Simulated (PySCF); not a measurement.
# C₇H₇ClO: excited states, first hyperpolarisability

Computed with PySCF 2.14.0 and routines of our own; the level stands in each step. Atoms count from 0.

### 1 The system as given

16 atoms, charge 0, multiplicity 1; geometry from: GFN2-xTB.

### 2 Optimising the geometry at PBE0-D3(BJ)/def2-SVP

The job: settings as JSON, then the geometry in Å.

```
{"job": {"xc": "PBE0", "basis": "def2-SVP", "d3": "d3bj", "grid": 2, "kind": "geom"}, "charge": 0, "multiplicity": 1}
C      2.640841     0.562164     0.255083
O      1.787938    -0.517158    -0.047229
C      0.449275    -0.353453     0.099980
C     -0.340889    -1.462388    -0.213671
C     -1.712491    -1.394037    -0.098741
C     -2.331669    -0.228917     0.328339
C     -1.541938     0.861970     0.638224
Cl    -2.286529     2.328193     1.175938
C     -0.160311     0.819591     0.532480
H      3.650257     0.199422     0.067680
H      2.552505     0.861429     1.304110
H      2.440881     1.424542    -0.388555
H      0.150526    -2.363254    -0.544063
H     -2.313155    -2.256508    -0.343615
H     -3.403964    -0.169501     0.418930
H      0.411125     1.696847     0.787620
```

On the command line:

```console
$ OMP_NUM_THREADS=1 python excited_run.py task.json out
```

The driver reads the jobs from task.json and runs them one after another.

**Question.** How long does this first job take on 1 thread of AMD EPYC 9R45, shared host, and how much memory does it need?

About 48 s, with a peak of 0.78 GiB.
